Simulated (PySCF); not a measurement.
# Ways to converge the SCF of KS

The same problem is solved with other solver options, one edit a run.

Program: PySCF 2.14.0. Level of theory: each script names its method and basis. These are calculated values, not measurements.

1 further run of the same task is left out (it didn't finish).

## (1) Where the work starts

KS: 2 atoms, charge 0, spin multiplicity 2.

Bond lengths: K1–S2 2.861 Å.

## (2) Base script

The input, input.py:

```python
from pyscf import gto, scf
from pyscf.prop.polarizability import uhf as pol

mol = gto.M(
    atom='K 0 0 0; S 0 0 2.861',
    basis='def2-svp',
    charge=0,
    spin=1,
    verbose=3,
)
mf = scf.UHF(mol)
mf.kernel()
print('polarizability (a.u.)')
print(pol.Polarizability(mf).polarizability().round(4))
mf.dip_moment()
print('orbital energies (hartree):', [e[max(0, n-3):n+3].round(4) for e, n in zip(mf.mo_energy, mol.nelec)])
```

On the command line:

```
$ OMP_NUM_THREADS=1 python input.py
```

The log of this run is left out.

In short: E(SCF) = -996.496084 Eh, ⟨S²⟩ = 0.757, μ = 10.69 D, α(xx, yy, zz) = 29.5, 23.9, 41.5 bohr³.

The bond length is a typed value, not an optimised one.

## (3) Second-order solver on

Variant 1 changes second-order solver: off → on.

The input, input.py:

```python
from pyscf import gto, scf
from pyscf.prop.polarizability import uhf as pol

mol = gto.M(
    atom='K 0 0 0; S 0 0 2.861',
    basis='def2-svp',
    charge=0,
    spin=1,
    verbose=3,
)
mf = scf.UHF(mol)
mf = mf.newton()
mf.kernel()
print('polarizability (a.u.)')
print(pol.Polarizability(mf).polarizability().round(4))
mf.dip_moment()
print('orbital energies (hartree):', [e[max(0, n-3):n+3].round(4) for e, n in zip(mf.mo_energy, mol.nelec)])
```

On the command line:

```
$ OMP_NUM_THREADS=1 python input.py
```

## (4) Initial guess huckel

Variant 2 changes initial guess: minao → huckel.

Changes to input.py since step 2:

```diff
@@ -11,2 +11,3 @@
 mf = scf.UHF(mol)
+mf.init_guess = 'huckel'
 mf.kernel()
```

## (5) Initial guess core

Variant 3 changes initial guess: minao → core.

Changes to input.py since step 2:

```diff
@@ -11,2 +11,3 @@
 mf = scf.UHF(mol)
+mf.init_guess = 'core'
 mf.kernel()
```

## (6) Damping 0.2

Variant 4 changes damping: none → 0.2.

Changes to input.py since step 2:

```diff
@@ -11,2 +11,4 @@
 mf = scf.UHF(mol)
+mf.damp = 0.2
+mf.diis_start_cycle = 8
 mf.kernel()
```

Q: Predict the outcome of this session. Wanted: for each run, E(SCF); from base; gap, α spin; SCF dipole; after the SCF.

The runs gave:

| run | E(SCF) (hartree) | from base (eV) | gap, α spin (eV) | SCF dipole (D) | after the SCF |
| --- | --- | --- | --- | --- | --- |
| base | -996.496084 | 0 | 6.97 | 10.69 | mean α 31.6 bohr³ |
| second-order solver on | -996.496084 | 0.0000 | 6.97 | 10.69 | mean α 31.6 bohr³ |
| initial guess huckel | -996.485422 | +0.2901 | 6.83 | 10.79 | mean α 28.0 bohr³ |
| initial guess core | -996.496084 | 0.0000 | 6.97 | 10.69 | mean α 31.6 bohr³ |
| damping 0.2 | -996.496084 | 0.0000 | 6.97 | 10.69 | mean α 31.6 bohr³ |

What this shows: The SCF energy stays the same, to the digits that matter, with second-order solver on or initial guess core or damping 0.2. PySCF falls back to minao for a guess that it doesn't know or can't read, so that run repeats the base. With initial guess huckel the SCF ends in another solution, 0.29 eV higher: the path to self-consistency decides the state here.
